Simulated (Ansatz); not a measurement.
VW2C3:

```xyz
6
Lattice="-1.5245 2.1619 4.5850 1.5245 -2.1619 4.5850 1.5245 2.1619 -4.5850" Properties=species:S:1:pos:R:3 pbc="T T T"
W     0.0000    2.1619    3.0630
W     1.5245    0.0000    1.5221
V     0.0000    2.1619    0.0000
C     0.0000    0.0000    3.1090
C     0.0000    0.0000    6.0611
C     0.0000    0.0000    0.0000
```

The cell comes from a database or a generator and needn't be the stable form of this composition.

```yaml
Program: Ansatz 0.2.0
Task: single point
Functional: PBEsol
Potentials_or_basis: Ansatz PAW
Cutoff: "420 eV (not typed: the program's choice for these potentials)"
k_mesh: 11 × 11 × 11
Occupations: fermi-dirac, width 0.05 eV
Spin: collinear spin, ferromagnetic start
Starting_moments: "[0.0, 0.0, 2.0, 0.0, 0.0, 0.0] μB"
```

On this cell: pressure -10.0 GPa; largest force 0.057 eV/Å; net moment 0.00 μB per cell; band gap on the k mesh none (metal or under the smearing width).

The same run follows on a disturbed copy (atoms moved at random, drawn with an rms of 0.05 Å):

```xyz
6
Lattice="-1.5245 2.1619 4.5850 1.5245 -2.1619 4.5850 1.5245 2.1619 -4.5850" Properties=species:S:1:pos:R:3 pbc="T T T"
W    -0.0136    2.1882    3.0986
W     1.5680    0.0744    1.4948
V     0.0321    2.1118   -0.0315
C     0.0412   -0.0807    3.1307
C    -0.0068    0.0264    6.0001
C     0.0220   -0.0245   -0.0262
```

What changes?

The energy (extrapolated to zero smearing) moves by +28.6 meV/atom; pressure -8.7 GPa; largest force 1.620 eV/Å; net moment 0.00 μB per cell; band gap on the k mesh none (metal or under the smearing width).

Forces on the atoms (eV/Å):
```
W    0.067 -0.977 -0.898
W    0.060 -0.626  0.275
V   -0.075  0.210  0.185
C   -0.170  1.317 -0.929
C    0.284  0.091  0.924
C   -0.166 -0.014  0.443
```

Stress tensor (GPa, compression positive):
```
-9.11  0.21 -0.54
 0.21 -7.24  0.00
-0.54  0.00 -9.66
```

Caveats: the PAW data sets come from PBE, with cores solved anew for the run's functional, which leaves a small shift of forces and pressure; the starting moments weren't kept.
